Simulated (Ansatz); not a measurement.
# Sr2Mg: the crystal squeezed far

The task here is to estimate one member of a computed series from the others.

Computed with Ansatz 0.2.0 (DFT PBEsol, with the methods named in each step, unless a step's input says otherwise).

### The starting structure

Symmetry: I4/mmm, No. 139, tetragonal system. Conventional cell: a = 4.236 Å, b = 4.236 Å, c = 14.495 Å, α = 90.00°, β = 90.00°, γ = 90.00°. Sr (site symmetry 4mm) has 4 Mg at 3.63 Å and 9 Sr at 4.12 to 4.33 Å in its first shell of neighbours. Around Mg (site symmetry 4/mmm) lie 8 Sr at 3.63 Å.

As a file:

```cif
data_structure
_symmetry_space_group_name_H-M 'P 1'
_symmetry_Int_Tables_number 1
_cell_length_a 7.8422
_cell_length_b 7.8422
_cell_length_c 7.8422
_cell_angle_alpha 148.659
_cell_angle_beta 148.659
_cell_angle_gamma 44.913
_cell_volume 130.07
loop_
_atom_site_label
_atom_site_type_symbol
_atom_site_fract_x
_atom_site_fract_y
_atom_site_fract_z
_atom_site_occupancy
Sr1 Sr 0.35803 0.35803 0.00000 1
Sr2 Sr 0.64197 0.64197 0.00000 1
Mg1 Mg 0.00000 0.00000 0.00000 1
```

Whether this phase is the stable one at these pressures isn't tested.

Atoms are numbered in the order of the input: Sr1, Sr2, Mg3.

The first run:

Contents of input.yaml:

```yaml
crystal:
  lattice:
    - [-2.11820827, 2.11820827, 7.2474875]
    - [2.11820827, -2.11820827, 7.2474875]
    - [2.11820827, 2.11820827, -7.2474875]
  atoms:
    - { symbol: Sr, position: [0.35803386, 0.35803386, 0.0] }
    - { symbol: Sr, position: [0.64196614, 0.64196614, 0.0] }
    - { symbol: Mg, position: [0.0, 0.0, 0.0] }
kpoints:
  mp_grid: { grid: [12, 12, 12] }
  band_path:
    path:
      - [0.0, 0.0, 0.0]
      - [0.0, 0.0, 0.5]
      - [0.25, 0.25, 0.25]
      - [0.0, 0.5, 0.0]
      - [0.0, 0.0, 0.0]
      - [0.5, 0.5, -0.5]
      - [0.2713551378, 0.7286448622, -0.2713551378]
      - [-0.2713551378, 0.2713551378, 0.2713551378]
      - [0.0, 0.0, 0.0]
    npoints: 14
scf:
  occupations: { method: fermi_dirac, width: 0.05 }
hamiltonian:
  xc: pbesol
  pseudopotentials: { kind: all_electron, lapw: { basis_error: 0.001 } }
output:
  forces: true
  stress: true
  eigenvalues: true
  populations: true
```

Launch:

```
$ ansatz run input.yaml --threads 1 --pin off --max-ram 3072MiB --backend cpu --events-out ev --progress --plain --runs-dir out
```

Among the steps run: The reference volume, LAPW; Volume scaled by 1, crystal datasets; Volume scaled by 0.8, LAPW; Volume scaled by 0.55, LAPW; Volume scaled by 0.5, LAPW; Volume scaled by 0.5, crystal datasets.

One table of the session follows, with a row left open; its other results are not shown here.

```
          method  volume over the first  volume (Å³/atom)  pressure (GPa)  largest force (eV/Å)
            LAPW                      1            43.357           -0.90                 0.004
            LAPW                    0.8                 ?               ?                     ?
            LAPW                   0.55            23.847           22.73                 1.057
            LAPW                    0.5            21.679           30.32                 1.448
             PAW                      1            43.357           -0.90                 0.005
             PAW                    0.8            34.686            3.90                 0.240
             PAW                   0.55            23.847           22.73                 1.057
             PAW                    0.5            21.679           30.32                 1.447
crystal datasets                      1            43.357           -0.90                 0.004
crystal datasets                    0.5            21.679           30.32                 1.448
```

Estimate the missing values for LAPW, 0.8.

**Answer.** volume (Å³/atom): 34.686; pressure (GPa): 3.90; largest force (eV/Å): 0.239.

Caveats from the session: Rows by PAW come from runs of the same series that aren't printed here. Warnings in the runs' records: crystal datasets made, gradients without spin orbit.
